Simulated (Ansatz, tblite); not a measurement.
## A script for Li₂BrF (GFN2-xTB)

These are simulated results from tblite 0.8.0, not measurements. The cell was built from a prototype and was relaxed with r2SCAN in plane waves (Ansatz 0.2.0). It may be hypothetical. All runs are without spin polarisation.

It is trigonal, R-3m (No. 166); a = 3.471 Å, c = 16.405 Å in the conventional setting, 14.26 Å³ an atom. Around F lie 6 Li at 2.28 Å; around Br lie 6 Li at 2.59 Å; around Li lie 3 F at 2.28 Å and 3 Br at 2.59 Å.

tblite solves periodic systems at the zone centre alone, so the script builds a cluster of 3×3×1 conventional cells (108 atoms), which folds in a coarse mesh of k points.

Input script:

```python
import json
from ase import Atoms
from ase.build import make_supercell
from ase.units import Bohr, GPa, Hartree
from tblite.interface import Calculator

atoms = Atoms(['F', 'Br', 'Li', 'Li'],
              cell=[[1.73537721, 1.0019205, 5.46846014], [-1.73537721, 1.0019205, 5.46846014], [0.0, -2.00384099, 5.46846014]],
              scaled_positions=[[1.0, 0.0, 0.0], [0.5, 0.5, 0.5], [0.267019843, 0.267019843, 0.267019843], [0.732980157, 0.732980157, 0.732980157]],
              pbc=True)
cluster = make_supercell(atoms, [[3, -3, 0], [0, 3, -3], [1, 1, 1]])
calc = Calculator('GFN2-xTB', cluster.numbers, cluster.positions / Bohr, lattice=cluster.cell[:] / Bohr, periodic=cluster.pbc)
calc.set('temperature', 0.02 / Hartree)
calc.set('max-iter', 150)
res = calc.singlepoint()
levels = res.get('orbital-energies') * Hartree
nv = round(res.get('orbital-occupations').sum() / 2)
cells = len(cluster) // len(atoms)
out = {'energy_per_cell': res.get('energy') * Hartree / cells, 'homo': levels[nv - 1], 'lumo': levels[nv],
       'stress': (-res.get('virial') * Hartree / cluster.get_volume() / GPa).tolist(), 'charges': res.get('charges')[:len(atoms)].tolist(), 'electrons': 2 * nv / cells}
json.dump(out, open('results.json', 'w'))
for key, value in out.items():
    print(key, value)
```

Command: `python run.py`. It took 12 s on 1 thread of Arm Neoverse V1, on a shared host, peak memory 0.14 GiB.

What it printed:

```
------------------------------------------------------------
  cycle        total energy    energy error   density error
------------------------------------------------------------
      1     -251.3528078009  -2.5177444E+02   2.9745388E-01
      2     -255.8678502229  -4.5150424E+00   1.5158829E-01
      3     -256.6743052756  -8.0645505E-01   7.5738838E-02
      4     -256.6600900308   1.4215245E-02   2.9592751E-02
      5     -256.6412521548   1.8837876E-02   2.0695946E-02
      6     -256.6787461316  -3.7493977E-02   3.4028980E-03
      7     -256.6784809552   2.6517639E-04   2.5776492E-03
      8     -256.6789282299  -4.4727469E-04   3.4149332E-04
      9     -256.6789380037  -9.7737676E-06   1.7468901E-04
     10     -256.6789385465  -5.4281440E-07   3.1479239E-05
     11     -256.6789385462   2.7699798E-10   1.4290605E-05
------------------------------------------------------------

 total:                                  11.308 sec
energy_per_cell -258.68850670764147
homo -13.514189581410353
lumo -9.619061112285038
stress [[12.800409830690972, -0.0015421510469890948, -7.441356984634233e-06], [-0.0015421510469892689, 12.798629171673634, 3.8072143706947855e-06], [-7.44135698474552e-06, 3.8072143708244764e-06, 9.100369979186791]]
charges [-0.38612326588372525, -0.3955918974441036, 0.39087198606329837, 0.39087185756735593]
electrons 16.0
```

The cycle table is in hartree for the whole cluster, and the lines after it are in eV (the energy for one cell). The printed stress is in GPa and positive in compression, and the pressure is its mean diagonal.

GFN2-xTB gives a gap of 3.90 eV. On the same cell, plane-wave PBE (Ansatz, 8×8×8 k points and the special points) gives a gap of 3.44 eV and r2SCAN a gap of 4.09 eV; on shared hosts these took about 3.8 and 10 core-seconds on the 4-atom cell, against 12 for the script. Semilocal gaps usually lie below measured ones. xTB was fitted to molecules, so gaps, charges and pressures of solids can be far off, and the gap also depends on the size of the cluster.

The same script was run on cells scaled at fixed shape and fractional coordinates:

```tsv
volume (Å³/atom)	energy (meV/atom)	pressure (GPa, positive in compression)	gap (eV)
12.55	167.3	20.51	4.32
13.41	71.8	15.46	4.14
14.26	0.0	11.57	3.90
15.12	-53.4	8.51	3.66
15.97	-92.1	6.08	3.44
```

The minimum lies beyond the largest of these volumes.

xTB was fitted mostly to molecules, and a small cluster samples few k points, so gaps, pressures and kinks along a curve can be far from a solid's.

The runs are scalar-relativistic, without spin-orbit coupling.
